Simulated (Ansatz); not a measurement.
# TiB2: stress in a strained cell

TiB2 is deformed so: zz strain of -2 %. What stress and forces result, by LAPW, PAW and all-electron datasets made for the crystal?

Program: Ansatz 0.2.0. Level of theory: DFT PBEsol, scalar-relativistic. These are calculated values, not measurements.

## (1) The starting structure

It takes space group P6/mmm (No. 191, hexagonal). The conventional cell has a = 3.029 Å, b = 3.029 Å, c = 3.228 Å, α = 90.00°, β = 90.00°, γ = 120.00°. Around Ti (site symmetry 6/mmm) lie 12 B at 2.38 Å. Around B (site symmetry -6m2) lie 3 B at 1.75 Å and 6 Ti at 2.38 Å.

Structure file:

```cif
data_structure
_symmetry_space_group_name_H-M 'P6/mmm'
_symmetry_Int_Tables_number 191
_cell_length_a 3.0292
_cell_length_b 3.0292
_cell_length_c 3.2284
_cell_angle_alpha 90.000
_cell_angle_beta 90.000
_cell_angle_gamma 120.000
_cell_volume 25.66
loop_
_atom_site_label
_atom_site_type_symbol
_atom_site_symmetry_multiplicity
_atom_site_Wyckoff_symbol
_atom_site_fract_x
_atom_site_fract_y
_atom_site_fract_z
_atom_site_occupancy
Ti1 Ti 1 a 0.00000 0.00000 0.00000 1
B1 B 2 d 0.33333 0.66667 0.50000 1
```

The file gives the conventional cell by its symmetry; the runs use the cell typed in the input.

Atoms are numbered in the order of the input: Ti1, B2, B3.

## (2) The deformed structure

Space group P6/mmm before, P6/mmm after.

## (3) Full-potential LAPW

Input file input.yaml:

```yaml
crystal:
  lattice:
    - [3.0291982016, 0.0, 0.0]
    - [-1.5145991008, 2.6233625957, 0.0]
    - [0.0, 0.0, 3.163832]
  atoms:
    - { symbol: Ti, position: [0.0, 0.0, 0.0] }
    - { symbol: B, position: [0.3333333333, 0.6666666667, 0.5] }
    - { symbol: B, position: [0.6666666667, 0.3333333333, 0.5] }
kpoints:
  mp_grid: { grid: [15, 15, 13] }
  band_path:
    path:
      - [0.0, 0.0, 0.0]
      - [0.5, 0.0, 0.0]
      - [0.3333333333, 0.3333333333, 0.0]
      - [0.0, 0.0, 0.0]
      - [0.0, 0.0, 0.5]
      - [0.5, 0.0, 0.5]
      - [0.3333333333, 0.3333333333, 0.5]
      - [0.0, 0.0, 0.5]
      - [0.5, 0.0, 0.5]
    npoints: 5
scf:
  occupations: { method: fermi_dirac, width: 0.08 }
hamiltonian:
  xc: pbesol
  pseudopotentials: { kind: all_electron, lapw: { basis_error: 0.001 } }
output:
  forces: true
  stress: true
  eigenvalues: true
```

Started as:

```sh
> ansatz run input.yaml --threads 1 --pin off --max-ram 6144MiB --backend cpu --events-out ev --progress --plain --runs-dir out
```

## (4) Frozen-core PAW

Input file input.yaml:

```yaml
crystal:
  lattice:
    - [3.0291982016, 0.0, 0.0]
    - [-1.5145991008, 2.6233625957, 0.0]
    - [0.0, 0.0, 3.163832]
  atoms:
    - { symbol: Ti, position: [0.0, 0.0, 0.0] }
    - { symbol: B, position: [0.3333333333, 0.6666666667, 0.5] }
    - { symbol: B, position: [0.6666666667, 0.3333333333, 0.5] }
kpoints:
  mp_grid: { grid: [15, 15, 13] }
scf:
  occupations: { method: fermi_dirac, width: 0.08 }
hamiltonian:
  xc: pbesol
  pseudopotentials: { kind: paw }
output:
  forces: true
  stress: true
  eigenvalues: true
  efg: { contact_densities: true }
```

## (5) All-electron PAW on datasets made for the crystal

Edit input.yaml of step 4 so:

```diff
@@ -15,3 +15,3 @@
   xc: pbesol
-  pseudopotentials: { kind: paw }
+  pseudopotentials: { kind: all_electron, datasets: crystal }
 output:
```

(Steps that only read results are left out.)

What does the calculation give? Wanted: pressure; largest shear or deviatoric stress.

As calculated:

```
                                 quantity                                              value
                                 pressure  LAPW -0.69, PAW -0.66, crystal datasets -0.69 GPa
largest shear or deviatoric stress (LAPW)                                           3.00 GPa
```

**Reading.** The largest part of the stress beyond the pressure is 3.00 GPa in size, in the zz component; the atoms are carried along and not relaxed. No run of the undeformed cell stands beside it, so the pressure holds what the given cell had before the change. PAW: stress within 0.06 GPa of LAPW. Crystal datasets: stress within 0.01 GPa of LAPW.
